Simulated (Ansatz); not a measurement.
# C4H9Al: small, medium and large basis sets

An exercise on one series of results from a longer session: the logs are not shown, and one member is left open.

Program: Ansatz 0.2.0, Gaussian basis. Level of theory: one geometry, several basis sets. These are calculated values, not measurements.

Plan: PBE0-D4/def2-SVP; ωB97M-V/def2-SVP; PBE0-D4/def2-QZVPP; ωB97M-V/def2-QZVPP; the functionals' def2-TZVPP values are taken from earlier runs.

## Structure used throughout

All runs share one geometry, relaxed beforehand with PBE0-D4 in a triple-zeta def2 set.

SMILES `C=C[CH2][AlH][CH3]`, 14 atoms, charge 0, spin multiplicity 1.

Atoms are counted from 1 here; the program's logs count them from 0.

Bond lengths: C1–C2 1.370 Å, C1–H6 1.082 Å, C1–H7 1.085 Å, C2–C3 1.439 Å, C2–H8 1.090 Å, C3–Al4 2.057 Å, C3–H9 1.088 Å, C3–H10 1.083 Å, Al4–C5 1.955 Å, Al4–H11 1.584 Å, C5–H12 1.094 Å, C5–H13 1.093 Å, C5–H14 1.095 Å. Angles: C2–C1–H6 120.4°, C2–C1–H7 121.4°, H6–C1–H7 117.1°, C1–C2–C3 125.2°, C1–C2–H8 116.3°, C3–C2–H8 116.1°, C2–C3–Al4 74.8°, C2–C3–H9 117.0°, C2–C3–H10 116.7°, Al4–C3–H9 104.2°, Al4–C3–H10 123.9°, H9–C3–H10 114.4°, C3–Al4–C5 121.9°, C3–Al4–H11 110.5°, C5–Al4–H11 125.3°, Al4–C5–H12 111.6°, Al4–C5–H13 112.5°, Al4–C5–H14 110.6° and more.

Set-up of the first run:

in.yaml reads:

```yaml
crystal:
  periodic: [false, false, false]
  atoms:
    - {symbol: C, position_ang: [-0.780615, 1.210464, -1.124415]}
    - {symbol: C, position_ang: [-0.131759, 0.029075, -1.366990]}
    - {symbol: C, position_ang: [-0.583999, -1.269012, -0.941594]}
    - {symbol: Al, position_ang: [-0.373489, -0.177289, 0.788564]}
    - {symbol: C, position_ang: [1.354311, 0.019919, 1.680995]}
    - {symbol: H, position_ang: [-0.292205, 2.154981, -1.323257]}
    - {symbol: H, position_ang: [-1.844820, 1.238135, -0.912679]}
    - {symbol: H, position_ang: [0.918503, 0.103522, -1.647720]}
    - {symbol: H, position_ang: [-1.652229, -1.465582, -1.005673]}
    - {symbol: H, position_ang: [0.042268, -2.112662, -1.203216]}
    - {symbol: H, position_ang: [-1.785010, 0.072171, 1.463429]}
    - {symbol: H, position_ang: [1.444361, 0.992551, 2.173092]}
    - {symbol: H, position_ang: [2.195717, -0.083550, 0.990448]}
    - {symbol: H, position_ang: [1.476066, -0.742022, 2.457816]}
basis:
  gaussian: {orbitals: def2-SVP}
hamiltonian: {xc: pbe0, dispersion: d4}
output: {orbitals: {seedname: orbitals}}
```

Run with:

```console
$ ansatz run in.yaml --threads 4 --pin off --events-out ev --progress --plain --max-ram 10444MiB
```

Steps of the session up to this table: PBE0-D4 in def2-SVP; ωB97M-V in def2-SVP; PBE0-D4 in def2-QZVPP; ωB97M-V in def2-QZVPP.

One of the session's tables, all rows but one given; the rest of the session is left out.

It belongs to the step «Functionals by basis». 

```
functional       basis  HOMO (eV)
   PBE0-D4    def2-SVP      -6.70
   PBE0-D4  def2-TZVPP      -6.70
   PBE0-D4  def2-QZVPP          ?
   ωB97M-V    def2-SVP      -8.77
   ωB97M-V  def2-TZVPP      -8.78
   ωB97M-V  def2-QZVPP      -8.79
```

Q: Estimate the row for PBE0-D4, def2-QZVPP from the others.

The run gave: HOMO (eV): -6.71. In the column «HOMO (eV)» it lies between ωB97M-V, def2-SVP (-8.77) and PBE0-D4, def2-SVP (-6.70).
